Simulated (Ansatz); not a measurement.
# CH6GeO: one species, many methods

An exercise on one series of results from a longer session: the logs are not shown, and one member is left open.

Computed with Ansatz 0.2.0, Gaussian basis. Level: functionals in def2-TZVPP, the program's frozen cores in correlated methods.

Plan: LDA (SPW92), PBE-D4, revPBE-D4, BLYP-D4, r2SCAN-D4, B97M-V, PBE0-D4, B3LYP-D4, r2SCANh-D4, r2SCAN0-D4, HSE06-D4, BHLYP-D4, CAM-B3LYP-D4, LC-ωPBE, ωB97X-V, ωB97M-V, B2PLYP, PBE-QIDH; CCSD(T)/def2-SVP; CCSD(T)/def2-TZVPP; MP2/def2-QZVPP; extrapolation to the limit; RPA on PBE.

### Structure used throughout

The geometry comes from an earlier relaxation with PBE0-D4 in a triple-zeta def2 set; it is a stationary point, not always the lowest conformer.

SMILES `C[O][GeH3]`, 9 atoms, charge 0, spin multiplicity 1.

Atoms are counted from 1 here; the program's logs count them from 0.

Bond lengths: C1–O2 1.406 Å, C1–H4 1.093 Å, C1–H5 1.099 Å, C1–H6 1.099 Å, O2–Ge3 1.779 Å, Ge3–H7 1.542 Å, Ge3–H8 1.531 Å, Ge3–H9 1.542 Å. Angles: O2–C1–H4 108.1°, O2–C1–H5 112.2°, O2–C1–H6 112.2°, H4–C1–H5 108.0°, H4–C1–H6 108.0°, H5–C1–H6 108.1°, C1–O2–Ge3 117.8°, O2–Ge3–H7 108.9°, O2–Ge3–H8 104.9°, O2–Ge3–H9 108.9°, H7–Ge3–H8 112.1°, H7–Ge3–H9 109.7°, H8–Ge3–H9 112.1°.

Coordinates:

| atom | x (Å) | y (Å) | z (Å) |
| --- | --- | --- | --- |
| C1 | -0.4616 | 0.9395 | -0.8796 |
| O2 | -0.6573 | -0.3836 | -0.4473 |
| Ge3 | 0.4095 | -1.0044 | 0.8343 |
| H4 | -1.1944 | 1.1526 | -1.6615 |
| H5 | 0.5409 | 1.0945 | -1.3015 |
| H6 | -0.6077 | 1.6668 | -0.0692 |
| H7 | 1.8702 | -0.9390 | 0.3451 |
| H8 | -0.0541 | -2.4440 | 1.0703 |
| H9 | 0.2429 | -0.1286 | 2.0922 |

Set-up of the first run:

File in.yaml:

```yaml
crystal:
  periodic: [false, false, false]
  atoms:
    - {symbol: C, position_ang: [-0.461590, 0.939471, -0.879569]}
    - {symbol: O, position_ang: [-0.657252, -0.383597, -0.447348]}
    - {symbol: Ge, position_ang: [0.409524, -1.004403, 0.834322]}
    - {symbol: H, position_ang: [-1.194362, 1.152568, -1.661548]}
    - {symbol: H, position_ang: [0.540921, 1.094451, -1.301527]}
    - {symbol: H, position_ang: [-0.607675, 1.666845, -0.069213]}
    - {symbol: H, position_ang: [1.870170, -0.938982, 0.345076]}
    - {symbol: H, position_ang: [-0.054105, -2.444044, 1.070276]}
    - {symbol: H, position_ang: [0.242870, -0.128609, 2.092232]}
basis:
  gaussian: {orbitals: def2-TZVPP}
hamiltonian: {xc: lda}
output: {orbitals: {seedname: orbitals}}
```

Among the steps run: LDA; PBE-D4 (GGA); revPBE-D4 (GGA); BLYP-D4 (GGA); r2SCAN-D4 (meta-GGA); B97M-V (meta-GGA); PBE0-D4 (hybrid); B3LYP-D4 (hybrid); r2SCANh-D4 (hybrid); r2SCAN0-D4 (hybrid); HSE06-D4 (hybrid); BHLYP-D4 (hybrid); CAM-B3LYP-D4 (range-separated); LC-ωPBE-D4 (range-separated; the results give it without D4); ωB97X-V (range-separated); ωB97M-V (range-separated); B2PLYP (double hybrid); PBE-QIDH (double hybrid).

One table of the session follows, with a row left open; its other results are not shown here.

It belongs to the step «Frontier levels by functional». 

| functional | HOMO (eV) | gap (eV) |
| --- | --- | --- |
| LDA (SPW92) | -6.31 | 5.45 |
| PBE-D4 | -6.21 | 5.64 |
| revPBE-D4 | -6.17 | 5.74 |
| BLYP-D4 | ? | ? |
| r2SCAN-D4 | -6.54 | 6.34 |
| B97M-V | -6.72 | 6.33 |
| PBE0-D4 | -7.77 | 8.08 |
| B3LYP-D4 | -7.54 | 7.59 |
| r2SCANh-D4 | -7.12 | 7.22 |
| r2SCAN0-D4 | -8.00 | 8.54 |
| HSE06-D4 | -7.36 | 7.30 |
| BHLYP-D4 | -9.28 | 10.43 |
| CAM-B3LYP-D4 | -9.21 | 10.49 |
| LC-ωPBE | -10.52 | 13.06 |
| ωB97X-V | -10.23 | 12.57 |
| ωB97M-V | -10.15 | 12.23 |

**Question.** Estimate the row for BLYP-D4.

Worked estimate for «HOMO (eV)». Against the share of exact exchange, B3LYP-D4 (0.2, -7.54), BHLYP-D4 (0.5, -9.28) give a slope of -5.80 per unit share; at 0 the line stands at -6.38.

**Answer.** HOMO (eV): -6.13; gap (eV): 5.66. In «HOMO (eV)» the line misses by -0.25.
